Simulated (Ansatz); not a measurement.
**Molecular dynamics of AlZn₂SbH₁₂O₁₂**

input.yaml

```yaml
crystal:
  lattice:
    - [5.509542, 0.0, 0.0]
    - [-2.754771, 4.771404, 0.0]
    - [0.0, 0.0, 10.000319]
  atoms:
    - { symbol: Al, position: [0.0, 0.0, 0.0] }
    - { symbol: Zn, position: [0.6666667, 0.3333333, 0.993955] }
    - { symbol: Zn, position: [0.3333333, 0.6666667, 0.006045] }
    - { symbol: Sb, position: [0.0, 0.0, 0.5] }
    - { symbol: H, position: [0.541165, 0.871095, 0.611375] }
    - { symbol: H, position: [0.458835, 0.128905, 0.388625] }
    - { symbol: H, position: [0.32993, 0.458835, 0.611375] }
    - { symbol: H, position: [0.67007, 0.541165, 0.388625] }
    - { symbol: H, position: [0.128905, 0.67007, 0.611375] }
    - { symbol: H, position: [0.871095, 0.32993, 0.388625] }
    - { symbol: H, position: [0.691601, 0.714683, 0.800303] }
    - { symbol: H, position: [0.308399, 0.285317, 0.199697] }
    - { symbol: H, position: [0.023082, 0.308399, 0.800303] }
    - { symbol: H, position: [0.976918, 0.691601, 0.199697] }
    - { symbol: H, position: [0.285317, 0.976918, 0.800303] }
    - { symbol: H, position: [0.714683, 0.023082, 0.199697] }
    - { symbol: O, position: [0.695352, 0.697578, 0.89906] }
    - { symbol: O, position: [0.304648, 0.302422, 0.10094] }
    - { symbol: O, position: [0.002226, 0.304648, 0.89906] }
    - { symbol: O, position: [0.997774, 0.695352, 0.10094] }
    - { symbol: O, position: [0.302422, 0.997774, 0.89906] }
    - { symbol: O, position: [0.697578, 0.002226, 0.10094] }
    - { symbol: O, position: [0.659891, 0.780723, 0.618903] }
    - { symbol: O, position: [0.340109, 0.219277, 0.381097] }
    - { symbol: O, position: [0.120832, 0.340109, 0.618903] }
    - { symbol: O, position: [0.879168, 0.659891, 0.381097] }
    - { symbol: O, position: [0.219277, 0.879168, 0.618903] }
    - { symbol: O, position: [0.780723, 0.120832, 0.381097] }
basis:
  ecutwfc: 420.0
kpoints:
  mp_grid: { grid: [2, 2, 1] }
hamiltonian:
  xc: pbesol
scf:
  occupations: { method: fermi_dirac, width: 0.05 }
  lower_state_search: "off"
md:
  timestep: 0.5
  n_steps: 120
  ensemble: nve
  temperature: 3000.0
  initial_velocities: maxwell_boltzmann
  seed: 982733
```

Command:

```bash
$ ansatz run input.yaml --threads 1 --pin off --max-ram 3072MiB --backend cpu --events-out ev --progress --plain --runs-dir out
```

It starts from an unrelaxed structure (largest force component 0.32 eV/Å).

Output, in part (step lines):

```
md step     0: t =     0.00 fs  T =  3000.0 K  F+E_penalty+E_count = -20419.50811837 eV  E_kin = 10.470060 eV  conserved = -20409.03805846 eV  (10 SCF iters)
md step     1: t =     0.50 fs  T =  2959.1 K  F+E_penalty+E_count = -20419.35998848 eV  E_kin = 10.327421 eV  conserved = -20409.03256750 eV  (10 SCF iters)
md step     2: t =     1.00 fs  T =  2867.3 K  F+E_penalty+E_count = -20419.03267382 eV  E_kin = 10.006948 eV  conserved = -20409.02572624 eV  (10 SCF iters)
md step     3: t =     1.50 fs  T =  2752.4 K  F+E_penalty+E_count = -20418.62524082 eV  E_kin = 9.605791 eV  conserved = -20409.01945028 eV  (9 SCF iters)
md step     4: t =     2.00 fs  T =  2640.7 K  F+E_penalty+E_count = -20418.23151301 eV  E_kin = 9.216221 eV  conserved = -20409.01529225 eV  (9 SCF iters)
md step     5: t =     2.50 fs  T =  2550.3 K  F+E_penalty+E_count = -20417.91482388 eV  E_kin = 8.900656 eV  conserved = -20409.01416765 eV  (6 SCF iters)
md step     6: t =     3.00 fs  T =  2486.6 K  F+E_penalty+E_count = -20417.69374809 eV  E_kin = 8.678169 eV  conserved = -20409.01557862 eV  (5 SCF iters)
md step     7: t =     3.50 fs  T =  2444.3 K  F+E_penalty+E_count = -20417.54859542 eV  E_kin = 8.530637 eV  conserved = -20409.01795816 eV  (4 SCF iters)
[... lines left out ...]
md step   120: t =    60.00 fs  T =  1320.0 K  F+E_penalty+E_count = -20413.62723893 eV  E_kin = 4.606909 eV  conserved = -20409.02033002 eV  (9 SCF iters)
```

The steps, from the saved trajectory:

| time (fs) | T (K) | potential energy less start (eV) | conserved less start (meV/atom) |
| --- | --- | --- | --- |
| 0.0 | 3000 | 0.000 | 0.00 |
| 2.0 | 2641 | 1.277 | 0.81 |
| 4.0 | 2414 | 2.064 | 0.65 |
| 6.0 | 2267 | 2.573 | 0.51 |
| 8.0 | 1958 | 3.652 | 0.57 |
| 10.0 | 1823 | 4.118 | 0.38 |
| 12.0 | 1655 | 4.715 | 0.72 |
| 14.0 | 1516 | 5.197 | 0.63 |
| 16.0 | 1421 | 5.529 | 0.65 |
| 18.0 | 1430 | 5.497 | 0.62 |
| 20.0 | 1385 | 5.648 | 0.47 |
| 22.0 | 1319 | 5.881 | 0.48 |
| 24.0 | 1315 | 5.896 | 0.60 |
| 26.0 | 1238 | 6.168 | 0.70 |
| 28.0 | 1356 | 5.755 | 0.67 |
| 30.0 | 1514 | 5.196 | 0.30 |
| 32.0 | 1397 | 5.620 | 0.85 |
| 34.0 | 1543 | 5.096 | 0.40 |
| 36.0 | 1381 | 5.671 | 0.68 |
| 38.0 | 1326 | 5.862 | 0.71 |
| 40.0 | 1435 | 5.478 | 0.52 |
| 42.0 | 1343 | 5.799 | 0.53 |
| 44.0 | 1373 | 5.691 | 0.49 |
| 46.0 | 1446 | 5.440 | 0.51 |
| 48.0 | 1364 | 5.731 | 0.79 |
| 50.0 | 1508 | 5.223 | 0.60 |
| 52.0 | 1582 | 4.956 | 0.26 |
| 54.0 | 1468 | 5.369 | 0.76 |
| 56.0 | 1516 | 5.190 | 0.44 |
| 58.0 | 1299 | 5.957 | 0.75 |
| 60.0 | 1320 | 5.881 | 0.63 |

The run went to its last step. The conserved energy stayed within 0.98 meV per atom of its start (net change 0.63 meV per atom), so the integration is sound. The temperature averaged 0.47 of the 3000 K drawn at the start: a run that starts near a minimum puts about half its kinetic energy into the potential. A run of 0.06 ps of so small a system gives no equilibrium averages. Limits of this set-up: coarse k mesh.

Mean squared displacements from the first frame to the last, about the centre of mass: Al 0.13 Å², Zn 0.12 Å², Sb 0.08 Å², H 0.92 Å², O 0.43 Å².

Last frame:

```xyz
28
Lattice="5.5095 0.0000 0.0000 -2.7548 4.7714 0.0000 0.0000 0.0000 10.0003" Properties=species:S:1:pos:R:3
Al -0.339 0.041 -0.135
Zn 2.528 1.722 10.025
Zn 0.288 3.367 -0.162
Sb 0.255 -0.079 5.091
H 1.395 2.855 5.329
H 2.303 1.301 4.772
H 0.233 1.788 6.757
H 2.298 2.937 3.738
H -0.847 3.017 4.938
H 4.444 1.790 3.806
H 1.477 3.248 7.471
H -0.452 1.564 1.496
H -1.233 1.308 8.001
H 2.798 3.540 1.986
H -1.062 4.612 8.195
H 3.091 0.109 2.114
O 1.677 3.408 8.488
O 0.225 1.494 0.760
O -1.299 1.416 8.964
O 2.823 3.297 0.967
O -1.215 4.595 9.168
O 3.329 0.224 1.052
O 2.059 3.114 6.109
O 1.431 1.373 4.408
O -0.221 0.954 6.810
O 3.127 3.388 3.619
O -0.891 3.656 5.621
O 4.000 0.977 4.219
```

Time of the run: 8.6 min on 1 thread of Arm Neoverse V1, with other jobs on the host, peak memory 0.59 GiB.
